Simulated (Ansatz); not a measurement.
Working through a formation energy from the elements of IrOs and its elements

Computed with Ansatz's Python interface.

The cells in order, each with its output:

```python
from collections import Counter
import csv

import ansatz
from ase import Atoms
import numpy as np
```

```python
def ground_state(name, crystal):
    calc = (
        crystal.calculation()
        .functional('r2scan')
        .basis(300)
        .mixing('anderson', ndim=6, beta=0.2)
        .scf(tolerance=1e-09)
        .kpoints(spacing=0.39)
        .occupations('cold', width=0.1)
        .stress()
    )
    calc = calc.relax(force_tolerance=0.03, cell=True)
    return calc.run()
```

```python
def counts(outcome):
    return Counter(site.symbol for site in outcome.lattice.sites)
```

```python
def formation_energy(outcome, mu):
    n = counts(outcome)
    return (outcome.report['energy_sigma0_ev'] - sum(k * mu[element] for element, k in n.items())) / sum(n.values())


def volume_per_atom(outcome):
    return abs(np.linalg.det(outcome.lattice.cell_ang)) / len(outcome.lattice.sites)
```

```python
phases = {}
iros = (
    ansatz.Lattice.from_parameters(2.743621, 2.743621, 4.360883, alpha=90, beta=90, gamma=120)
    .space_group(187)
    .atom('Os', (0.0, 0.0, 0.0))
    .atom('Ir', (1 / 3, 2 / 3, 0.5))
)
phases['IrOs'] = iros
atoms = Atoms(
    ['Os', 'Os'],
    scaled_positions=[
        (1 / 3, 2 / 3, 0.25),
        (2 / 3, 1 / 3, 0.75),
    ],
    cell=[
        (2.7341, 0.0, 0.0),
        (-1.36705, 2.3678, 0.0),
        (0.0, 0.0, 4.3197),
    ],
    pbc=True,
)
os = ansatz.Crystal.from_ase(atoms)
phases['Os'] = os
ir = (
    ansatz.Lattice.fcc(3.8312)
    .space_group(225)
    .atom('Ir', (0.0, 0.0, 0.0))
    .primitive()
)
phases['Ir'] = ir
```

```python
done = {}
for name, crystal in phases.items():
    done[name] = ground_state(name, crystal)
    print(f'{name}: {done[name].report["energy_sigma0_ev"]:.4f} eV, {len(done[name].lattice.sites)} atoms')
```

    DeckWarning: basis.ecutwfc = 300 eV is below the records' recommended 500 eV, and the density's cutoff is lower with it unless basis.ecutrho_ratio is high enough to keep the records' density cutoff: compare with a run at a higher cutoff
    DeckWarning: relax.cell: scf.convergence.dr2_threshold = 1e-9 eV is looser than the 2e-10 eV advised for a relaxation that steers and ends on the stress (1e-10 eV for each atom of the cell: 2). What an SCF threshold leaves in a stress goes as its square root, and in the free energy as the threshold itself, and one threshold admits the most on a small cell: of the crystals measured, under no [...]
    IrOs: -23345.9293 eV, 2 atoms
    Os: -22794.9009 eV, 2 atoms
    DeckWarning: relax.cell: scf.convergence.dr2_threshold = 1e-9 eV is looser than the 1e-10 eV advised for a relaxation that steers and ends on the stress (1e-10 eV for each atom of the cell: 1). What an SCF threshold leaves in a stress goes as its square root, and in the free energy as the threshold itself, and one threshold admits the most on a small cell: of the crystals measured, under no [...]
    Ir: -11948.4673 eV, 1 atoms

```python
# chemical potentials of the elements at zero temperature
references = {'Os': 'Os', 'Ir': 'Ir'}
mu = {element: done[name].report['energy_sigma0_ev'] / len(done[name].lattice.sites) for element, name in references.items()}

target = done['IrOs']
heat = formation_energy(target, mu)
rows = [(name, len(o.lattice.sites), volume_per_atom(o), formation_energy(o, mu)) for name, o in done.items()]
with open('formation.csv', 'w', newline='') as handle:
    writer = csv.writer(handle)
    writer.writerow(['phase', 'atoms', 'V (A^3/atom)', 'E_form (eV/atom)'])
    writer.writerows([round(v, 4) if isinstance(v, float) else v for v in row] for row in rows)
print(open('formation.csv').read())
```

    phase,atoms,V (A^3/atom),E_form (eV/atom)
    IrOs,2,14.0551,-0.0058
    Os,2,14.0056,0.0
    Ir,1,14.2311,0.0

These settings explore the input space; cutoff and mesh may be short of convergence. The cutoff lies under the one recommended for these potentials. For the metals among these phases the mesh is modest: differences between phases can be off by up to 40 meV an atom. Spin-orbit coupling, which matters for elements this heavy, is left out. The cells come from databases of deposited and of computed structures, and not all need be stable phases. Warnings are shown shortened and without file and line. The compound is the structure given, not necessarily its lowest; energies are at zero temperature, with no correction for gases. A semilocal functional's error on such energies is often 0.05 to 0.1 eV an atom, and 0.1 to 0.3 eV against gases such as O2 or F2. Hardware and time: 39 s on 1 thread of Arm Neoverse V2, on a shared host, peak memory 0.39 GiB.

(Lines on the test bed's own set-up are left out of the output.)
